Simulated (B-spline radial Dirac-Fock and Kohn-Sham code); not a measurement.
# Elastic scattering of electrons by Rh

Aim: how strongly Rh scatters electrons elastically, and to which angles, at 8 energies.

Method: Dirac partial waves in the static field of the Dirac-Fock density with Furness-McCarthy exchange, no polarisation or absorption; computed with B-spline radial Dirac-Fock and Kohn-Sham code, version 3.

## Step 1: What is computed

The Rh atom in the configuration [Kr] 4d8 5s1.

```
nuclear charge     : 45
electrons          : 45
mass number        : 103
nuclear rms radius : 4.4945 fm
```

Outer shells as boxes (Hund's rule, for the drawing alone; heavy ions are jj-coupled, and the calculation averages over the configuration):

```
[Kr] core
4d [↑↓][↑↓][↑↓][↑ ][↑ ]
5s [↑ ]
```

## Step 2: 102.0 eV

The run's settings:

```ini
task = elastic
Z = 45
charge = 0
configuration = 1s2 2s2 2p6 3s2 3p6 3d10 4s2 4p6 4d8 5s1
mass_number = 103
rms_radius = 4.4945  # fm
projectile = electron
energy = 102.0  # eV
theta = [5, 10, 15, 20, 25, 30, 35, 40, 45, 50, 55, 60, 65, 70, 75, 80, 85, 90, 95, 100, 105, 110, 115, 120, 125, 130, 135, 140, 145, 150, 155, 160, 165, 170, 175]  # deg
```

From the run's result record (rounded, not every field):

```text
{
  "status": "converged",
  "sigma [bohr^2]": 28.17,
  "transport1 [bohr^2]": 9.352,
  "transport2 [bohr^2]": 13.18,
  "backward [bohr^2]": 2.546,
  "dcs [bohr^2/sr]": [43.17, 33.76, 24.75, 17.96, 12.82, 8.639, 5.22, 2.641, 0.9879, 0.2281, 0.189, 0.6013, 1.17, 1.645, 1.87, 1.801, 1.491, 1.054, 0.6194, 0.2879, 0.1077, 0.06944, 0.1207, 0.1932, 0.2318, 0.2161, 0.168, 0.1423, 0.2066, 0.4146, 0.7836, 1.283, 1.837, 2.343, 2.698],
  "sherman": [0.000505, 0.001555, 0.003627, 0.00685, 0.01112, 0.0166, 0.02415, 0.03577, 0.05535, 0.05828, -0.1258, -0.08672, -0.05937, -0.04584, -0.03815, -0.03324, -0.02958, -0.02579, -0.01897, 0.00139, 0.07734, 0.1721, 0.09787, 0.04603, 0.0186, -0.00392, -0.0339, -0.06746, -0.05911, -0.03237, -0.01695, -0.009347, -0.005319, -0.002934, -0.001313],
  "phases_minus [rad]": [0.8228, -1.386, -0.9656, -1.171, 0.5904],
  "phases_plus [rad]": [0.0, -1.305, -0.9455, -1.168, 0.5906],
  "partial_waves": 42
}
```

## Step 3: 319.0 eV

Recorded inputs:

```ini
task = elastic
projectile = electron
energy = 319.0  # eV
theta = [5, 10, 15, 20, 25, 30, 35, 40, 45, 50, 55, 60, 65, 70, 75, 80, 85, 90, 95, 100, 105, 110, 115, 120, 125, 130, 135, 140, 145, 150, 155, 160, 165, 170, 175]  # deg
```

From the run's result record (rounded, not every field):

```text
{
  "status": "converged",
  "sigma [bohr^2]": 14.55,
  "transport1 [bohr^2]": 5.25,
  "transport2 [bohr^2]": 5.091,
  "backward [bohr^2]": 2.525,
  "dcs [bohr^2/sr]": [57.04, 28.67, 13.21, 6.228, 3.033, 1.531, 0.8365, 0.5575, 0.4977, 0.5363, 0.587, 0.5922, 0.5266, 0.398, 0.2403, 0.09983, 0.01927, 0.02341, 0.1115, 0.2576, 0.4179, 0.5445, 0.5987, 0.5633, 0.4485, 0.2898, 0.1404, 0.05737, 0.08718, 0.2527, 0.5462, 0.929, 1.339, 1.703, 1.953],
  "sherman": [0.0003208, 0.000787, 0.001193, 0.0007449, -0.001999, -0.008697, -0.01864, -0.02301, -0.01239, 0.004674, 0.01879, 0.02956, 0.0392, 0.05019, 0.066, 0.09324, 0.08928, -0.2335, -0.09921, -0.05572, -0.03628, -0.02544, -0.01867, -0.0143, -0.01202, -0.01321, -0.02616, -0.08419, -0.07873, -0.03605, -0.01986, -0.01233, -0.007888, -0.004768, -0.002259],
  "phases_minus [rad]": [-0.5617, 0.5811, 1.512, -0.6536, 1.287],
  "phases_plus [rad]": [0.0, 0.6632, 1.533, -0.6493, 1.288],
  "partial_waves": 68
}
```

## Step 4: 481.0 eV

Settings, as recorded:

```ini
task = elastic
projectile = electron
energy = 481.0  # eV
theta = [5, 10, 15, 20, 25, 30, 35, 40, 45, 50, 55, 60, 65, 70, 75, 80, 85, 90, 95, 100, 105, 110, 115, 120, 125, 130, 135, 140, 145, 150, 155, 160, 165, 170, 175]  # deg
```

From the run's result record (rounded, not every field):

```text
{
  "status": "converged",
  "sigma [bohr^2]": 11.82,
  "transport1 [bohr^2]": 3.83,
  "transport2 [bohr^2]": 3.358,
  "backward [bohr^2]": 1.807,
  "dcs [bohr^2/sr]": [58.65, 24.51, 9.778, 4.15, 1.986, 1.14, 0.792, 0.6333, 0.5454, 0.4773, 0.405, 0.3208, 0.2302, 0.1472, 0.08816, 0.06507, 0.08106, 0.1286, 0.1916, 0.2491, 0.2819, 0.2775, 0.2341, 0.162, 0.08235, 0.02253, 0.01068, 0.06933, 0.21, 0.4298, 0.7107, 1.022, 1.324, 1.577, 1.745],
  "sherman": [3.895e-05, -8.383e-05, -0.000811, -0.002747, -0.005688, -0.006991, -0.003297, 0.005124, 0.01498, 0.0233, 0.02873, 0.03059, 0.02715, 0.01247, -0.02789, -0.08879, -0.09308, -0.05867, -0.03106, -0.01297, -0.0002471, 0.01004, 0.01998, 0.03165, 0.04799, 0.05581, -0.2405, -0.09995, -0.05296, -0.03361, -0.02296, -0.01601, -0.01092, -0.006834, -0.003297],
  "phases_minus [rad]": [-1.091, 0.1287, 1.242, -0.6078, 1.472],
  "phases_plus [rad]": [0.0, 0.2109, 1.262, -0.603, 1.473],
  "partial_waves": 81
}
```

## Step 5: 2490 eV

The run's settings:

```ini
task = elastic
projectile = electron
energy = 2490.0  # eV
theta = [5, 10, 15, 20, 25, 30, 35, 40, 45, 50, 55, 60, 65, 70, 75, 80, 85, 90, 95, 100, 105, 110, 115, 120, 125, 130, 135, 140, 145, 150, 155, 160, 165, 170, 175]  # deg
```

From the run's result record (rounded, not every field):

```text
{
  "status": "converged",
  "sigma [bohr^2]": 5.241,
  "transport1 [bohr^2]": 0.5708,
  "transport2 [bohr^2]": 0.7624,
  "backward [bohr^2]": 0.2047,
  "dcs [bohr^2/sr]": [44.58, 9.253, 2.748, 1.235, 0.6756, 0.3991, 0.2532, 0.1732, 0.1264, 0.09674, 0.07665, 0.06228, 0.05161, 0.04345, 0.03709, 0.03208, 0.02818, 0.02526, 0.02326, 0.02216, 0.02195, 0.02262, 0.02414, 0.02644, 0.02944, 0.03302, 0.03704, 0.04133, 0.0457, 0.04997, 0.05397, 0.0575, 0.06042, 0.06261, 0.06396],
  "sherman": [9.177e-05, 0.0004387, 0.0008333, 0.0002355, -0.001731, -0.004702, -0.007591, -0.008696, -0.006621, -0.0008797, 0.008117, 0.01925, 0.03089, 0.04111, 0.0479, 0.04942, 0.0442, 0.03159, 0.01226, -0.01137, -0.03537, -0.05558, -0.06924, -0.07571, -0.07607, -0.07211, -0.06556, -0.05775, -0.04953, -0.0414, -0.03361, -0.02624, -0.01928, -0.01265, -0.006266],
  "phases_minus [rad]": [-0.1289, 1.432, 0.1339, -0.8022, -1.42],
  "phases_plus [rad]": [0.0, 1.515, 0.1555, -0.794, -1.416],
  "partial_waves": 169
}
```

## Step 6: 4000 eV

The run's settings:

```ini
task = elastic
projectile = electron
energy = 4000.0  # eV
theta = [5, 10, 15, 20, 25, 30, 35, 40, 45, 50, 55, 60, 65, 70, 75, 80, 85, 90, 95, 100, 105, 110, 115, 120, 125, 130, 135, 140, 145, 150, 155, 160, 165, 170, 175]  # deg
```

From the run's result record (rounded, not every field):

```text
{
  "status": "converged",
  "sigma [bohr^2]": 4.02,
  "transport1 [bohr^2]": 0.2939,
  "transport2 [bohr^2]": 0.4585,
  "backward [bohr^2]": 0.0943,
  "dcs [bohr^2/sr]": [35.69, 6.136, 1.835, 0.8137, 0.418, 0.2394, 0.1523, 0.1053, 0.07704, 0.05859, 0.04589, 0.03684, 0.03027, 0.02541, 0.02179, 0.0191, 0.01711, 0.01568, 0.01469, 0.01407, 0.01374, 0.01365, 0.01375, 0.014, 0.01437, 0.01482, 0.01532, 0.01585, 0.01637, 0.01687, 0.01733, 0.01773, 0.01806, 0.0183, 0.01844],
  "sherman": [8.238e-05, 0.0001558, -0.0003912, -0.001644, -0.002933, -0.003197, -0.001332, 0.003075, 0.00964, 0.01742, 0.02509, 0.03109, 0.0339, 0.03237, 0.02588, 0.0146, -0.0005699, -0.01805, -0.03592, -0.05227, -0.06561, -0.07505, -0.08038, -0.0819, -0.08024, -0.07612, -0.07026, -0.06326, -0.05558, -0.04758, -0.03947, -0.03139, -0.02341, -0.01553, -0.007739],
  "phases_minus [rad]": [-0.7443, 0.9328, -0.1691, -0.9312, -1.445],
  "phases_plus [rad]": [0.0, 1.016, -0.1463, -0.9216, -1.44],
  "partial_waves": 209
}
```

## Step 7: 32300 eV

Settings, as recorded:

```ini
task = elastic
projectile = electron
energy = 32300.0  # eV
theta = [5, 10, 15, 20, 25, 30, 35, 40, 45, 50, 55, 60, 65, 70, 75, 80, 85, 90, 95, 100, 105, 110, 115, 120, 125, 130, 135, 140, 145, 150, 155, 160, 165, 170, 175]  # deg
```

From the run's result record (rounded, not every field):

```text
{
  "status": "converged",
  "sigma [bohr^2]": 1.025,
  "transport1 [bohr^2]": 0.01157,
  "transport2 [bohr^2]": 0.02629,
  "backward [bohr^2]": 0.001577,
  "dcs [bohr^2/sr]": [5.514, 0.6348, 0.168, 0.06465, 0.03041, 0.01628, 0.009618, 0.006131, 0.004144, 0.002933, 0.002153, 0.001628, 0.001263, 0.001001, 0.0008092, 0.0006657, 0.0005564, 0.0004719, 0.0004056, 0.0003531, 0.0003111, 0.000277, 0.0002493, 0.0002266, 0.0002079, 0.0001925, 0.0001798, 0.0001692, 0.0001606, 0.0001535, 0.0001478, 0.0001434, 0.0001401, 0.0001377, 0.0001364],
  "sherman": [0.0001627, 0.0008867, 0.00221, 0.003614, 0.004539, 0.004446, 0.002848, -0.0005609, -0.005872, -0.01301, -0.02177, -0.03188, -0.04301, -0.05478, -0.06681, -0.07871, -0.09012, -0.1007, -0.1101, -0.118, -0.1242, -0.1285, -0.1309, -0.1311, -0.1292, -0.1252, -0.1192, -0.1113, -0.1015, -0.09019, -0.07741, -0.06342, -0.04844, -0.03271, -0.01648],
  "phases_minus [rad]": [0.06153, -0.8133, -1.286, 1.548, 1.327],
  "phases_plus [rad]": [0.0, -0.7138, -1.249, 1.569, 1.342],
  "partial_waves": 553
}
```

## Step 8: 71700 eV

Settings, as recorded:

```ini
task = elastic
projectile = electron
energy = 71700.0  # eV
theta = [5, 10, 15, 20, 25, 30, 35, 40, 45, 50, 55, 60, 65, 70, 75, 80, 85, 90, 95, 100, 105, 110, 115, 120, 125, 130, 135, 140, 145, 150, 155, 160, 165, 170, 175]  # deg
```

From the run's result record (rounded, not every field):

```text
{
  "status": "converged",
  "sigma [bohr^2]": 0.5794,
  "transport1 [bohr^2]": 0.003112,
  "transport2 [bohr^2]": 0.00755,
  "backward [bohr^2]": 0.0003114,
  "dcs [bohr^2/sr]": [2.059, 0.2154, 0.05207, 0.01869, 0.008414, 0.004395, 0.002545, 0.001588, 0.001049, 0.0007254, 0.0005208, 0.0003859, 0.0002936, 0.0002286, 0.0001817, 0.000147, 0.0001208, 0.0001008, 8.523e-05, 7.298e-05, 6.322e-05, 5.538e-05, 4.903e-05, 4.384e-05, 3.96e-05, 3.61e-05, 3.322e-05, 3.085e-05, 2.891e-05, 2.734e-05, 2.607e-05, 2.508e-05, 2.434e-05, 2.382e-05, 2.352e-05],
  "sherman": [0.0002699, 0.00104, 0.001801, 0.002077, 0.001371, -0.0007439, -0.004473, -0.009857, -0.01683, -0.02526, -0.03497, -0.04574, -0.05733, -0.06947, -0.08186, -0.09423, -0.1063, -0.1176, -0.128, -0.1372, -0.1449, -0.1507, -0.1545, -0.1561, -0.1553, -0.152, -0.1461, -0.1377, -0.1269, -0.1137, -0.0983, -0.08107, -0.06225, -0.0422, -0.02131],
  "phases_minus [rad]": [-0.5677, -1.24, 1.56, 1.338, 1.176],
  "phases_plus [rad]": [0.0, -1.123, -1.533, 1.367, 1.197],
  "partial_waves": 815
}
```

## Step 9: 94400 eV

Recorded inputs:

```ini
task = elastic
projectile = electron
energy = 94400.0  # eV
theta = [5, 10, 15, 20, 25, 30, 35, 40, 45, 50, 55, 60, 65, 70, 75, 80, 85, 90, 95, 100, 105, 110, 115, 120, 125, 130, 135, 140, 145, 150, 155, 160, 165, 170, 175]  # deg
```

From the run's result record (rounded, not every field):

```text
{
  "status": "converged",
  "sigma [bohr^2]": 0.4791,
  "transport1 [bohr^2]": 0.001978,
  "transport2 [bohr^2]": 0.004884,
  "backward [bohr^2]": 0.0001784,
  "dcs [bohr^2/sr]": [1.46, 0.1433, 0.03372, 0.01195, 0.005335, 0.002764, 0.001587, 0.000983, 0.0006454, 0.000444, 0.0003173, 0.000234, 0.0001773, 0.0001374, 0.0001087, 8.749e-05, 7.156e-05, 5.938e-05, 4.993e-05, 4.25e-05, 3.66e-05, 3.186e-05, 2.803e-05, 2.491e-05, 2.236e-05, 2.026e-05, 1.853e-05, 1.712e-05, 1.595e-05, 1.501e-05, 1.426e-05, 1.367e-05, 1.323e-05, 1.292e-05, 1.274e-05],
  "sherman": [0.00028, 0.0009692, 0.00151, 0.001455, 0.0002916, -0.00231, -0.006474, -0.0122, -0.01943, -0.02803, -0.03786, -0.04871, -0.06038, -0.07263, -0.08519, -0.0978, -0.1102, -0.122, -0.133, -0.1428, -0.1512, -0.1579, -0.1626, -0.165, -0.1649, -0.1621, -0.1567, -0.1484, -0.1373, -0.1235, -0.1072, -0.0887, -0.06828, -0.04638, -0.02345],
  "phases_minus [rad]": [-0.7414, -1.355, 1.479, 1.279, 1.133],
  "phases_plus [rad]": [0.0, -1.23, 1.533, 1.312, 1.157],
  "partial_waves": 937
}
```

## Step 10: Tables and plots

```
energy (eV)  σ (bohr²)  first transport (bohr²)  σ / transport  backward share (%)  partial waves
      102.0       28.2                     9.35           3.01                9.04             42
      319.0       14.5                     5.25           2.77                17.4             68
      481.0       11.8                     3.83           3.09                15.3             81
       2490       5.24                    0.571           9.18                3.90            169
       4000       4.02                    0.294           13.7                2.35            209
      32300       1.02                   0.0116           88.6               0.154            553
      71700      0.579                  0.00311            186              0.0537            815
      94400      0.479                  0.00198            242              0.0372            937
```

## Step 11: Summary of results

```
                quantity                     value
 σ at 102.0 and 94400 eV      28.2 and 0.479 bohr²
    backward share there         9.04 and 0.0372 %
largest Sherman function  -0.240 at 135°, 481.0 eV
```

In words: It takes about 3.0 elastic collisions to lose the direction at 102.0 eV and 240 at 94400 eV (σ over the first transport cross section). Deep diffraction minima show in the angular distribution up to 481.0 eV. Under about 200 eV a static field without polarisation is a poor model.
